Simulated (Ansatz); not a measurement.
**InCNClF (SMILES N#[C][In]([F])[Cl]) at r2SCAN0/def2-SVP (core potential)**

Aim: the vertical singlet–triplet gap of InCNClF at r2SCAN0/def2-SVP (core potential), from 2 runs. 

Program for the calculation: Ansatz 0.2.0.

127 further runs of the same task are left out: 7 that didn't finish, 120 set aside as unsound or not needed.

### Step 1. The system as given

InCNClF has 5 atoms, charge 0, and is taken as a singlet. As SMILES, `N#[C][In]([F])[Cl]`. The coordinates come from a PBE0-D4/def2-TZVP relaxation.

Bond lengths: N1–C2 1.152 Å, C2–In3 2.082 Å, In3–F4 1.924 Å, In3–Cl5 2.280 Å. Angles: N1–C2–In3 178.9°, C2–In3–F4 118.2°, C2–In3–Cl5 125.8°, F4–In3–Cl5 115.9°.

### Step 2. A single-point energy at r2SCAN0/def2-SVP (core potential)

run.yaml

```yaml
crystal:
  periodic: [false, false, false]
  atoms:
    - {symbol: "N", position_ang: [-1.392600, 1.451400, 1.648800]}
    - {symbol: C, position_ang: [-0.781900, 0.784400, 0.934900]}
    - {symbol: In, position_ang: [0.330400, -0.389600, -0.376400]}
    - {symbol: F, position_ang: [0.434400, -2.280900, -0.039700]}
    - {symbol: Cl, position_ang: [1.459700, 0.361000, -2.209100]}
basis:
  gaussian: {orbitals: def2-SVP}
hamiltonian: {xc: {name: r2SCAN0}}
output: {orbitals: {seedname: orbitals}}
accuracy: high
```

Run with:

```sh
ansatz run run.yaml --threads 1 --pin off --max-ram 3480MiB --events-out events.jsonl --progress --plain --runs-dir runs
```

The program printed:

```text
Warning: RAYON_NUM_THREADS=1 ignored (pool sized by the plan → 1); use --threads N
Functional definition: r2SCAN0
  name "r2SCAN0"
  parameter a = 0.25
  parameter k0 = 0.174
  parameter k1 = 0.065
  parameter a1 = 4.9479
  exchange = (1 - a)*r2scan_x(k0 = k0, k1 = k1, a1 = a1) + a*exact_x
  correlation = r2scan_c
1856 factors; integrals over basis functions are off by at most 7.9e-9 eV
mean field evaluation 1: about -22924.2635 eV, gradient 5.1e1 eV
mean field evaluation 2: about -22909.3828 eV, gradient 1.0e2 eV
mean field evaluation 4: about -22929.8604 eV, gradient 5.1e0 eV
mean field evaluation 8: about -22930.0594 eV, gradient 8.0e-1 eV
mean field evaluation 16: about -22930.0609 eV, gradient 8.8e-5 eV
mean field -22930.06091743 eV, -842.6641961621 hartree, gradient 4.2e-8 eV, S^2 0.000000; 0 other end points of the search recorded, 0 dependent functions left out
reference -22930.06091832 eV, -842.6641961948 hartree; 30, 30 occupied and 56, 56 virtual orbitals, 1856 factors
Total energy: -22930.06091832 eV, -842.6641961948 hartree
```

It took 32 s on 1 thread of Arm Neoverse N1, shared host; peak memory 0.36 GiB.

### Step 3. The triplet

molecule.yaml

```yaml
crystal:
  periodic: [false, false, false]
  atoms:
    - symbol: N
      position_ang: [-1.392600, 1.451400, 1.648800]
    - symbol: C
      position_ang: [-0.781900, 0.784400, 0.934900]
    - symbol: In
      position_ang: [0.330400, -0.389600, -0.376400]
    - symbol: F
      position_ang: [0.434400, -2.280900, -0.039700]
    - symbol: Cl
      position_ang: [1.459700, 0.361000, -2.209100]
basis:
  gaussian:
    orbitals: def2-SVP
magnetization:
  spin_polarized: true
  initial_magnetization: 2
hamiltonian:
  xc: {name: r2SCAN0}
accuracy: high
output: {orbitals: {seedname: orbitals}}
```

Run with:

```sh
ansatz run molecule.yaml --threads 1 --pin off --max-ram 3480MiB --events-out events.jsonl --progress --plain --runs-dir runs
```

The program printed, shortened:

```text
Warning: RAYON_NUM_THREADS=1 ignored (pool sized by the plan → 1); use --threads N
[... 8 set-up lines as earlier in the session ...]
1856 factors; integrals over basis functions are off by at most 7.9e-9 eV
mean field evaluation 1: about -22910.4291 eV, gradient 4.6e1 eV
mean field evaluation 2: about -22745.2639 eV, gradient 1.3e2 eV
mean field evaluation 4: about -22919.0788 eV, gradient 2.8e1 eV
mean field evaluation 8: about -22923.9392 eV, gradient 6.0e0 eV
mean field evaluation 16: about -22924.5060 eV, gradient 2.0e-2 eV
mean field evaluation 32: about -22924.5060 eV, gradient 2.5e-5 eV
mean field evaluation 64: about -22924.3201 eV, gradient 8.6e-1 eV
mean field -22924.50602149 eV, -842.4600575014 hartree, gradient 8.8e-8 eV, S^2 2.007028; 6 other end points of the search recorded, 0 dependent functions left out
reference -22924.50602632 eV, -842.4600576791 hartree; 31, 29 occupied and 55, 57 virtual orbitals, 1856 factors
Total energy: -22924.50602632 eV, -842.4600576791 hartree
```

It took 2.7 min on 1 thread of Arm Neoverse N1, shared host; peak memory 0.66 GiB.

### Step 4. Outcome

At r2SCAN0/def2-SVP (core potential):

```
                                        quantity          value
                           singlet: total energy  -842.66420 Eh
                            singlet: HOMO energy      -10.03 eV
                            singlet: LUMO energy       -2.44 eV
                          singlet: HOMO–LUMO gap        7.59 eV
                           triplet: total energy  -842.46006 Eh
     triplet: HOMO energy (highest over α and β)       -5.51 eV
                                   triplet: ⟨S²⟩          2.007
vertical energy of the triplet above the singlet       5.555 eV
```

What this shows: At this shape the triplet lies 5.55 eV (128 kcal/mol) above the singlet.
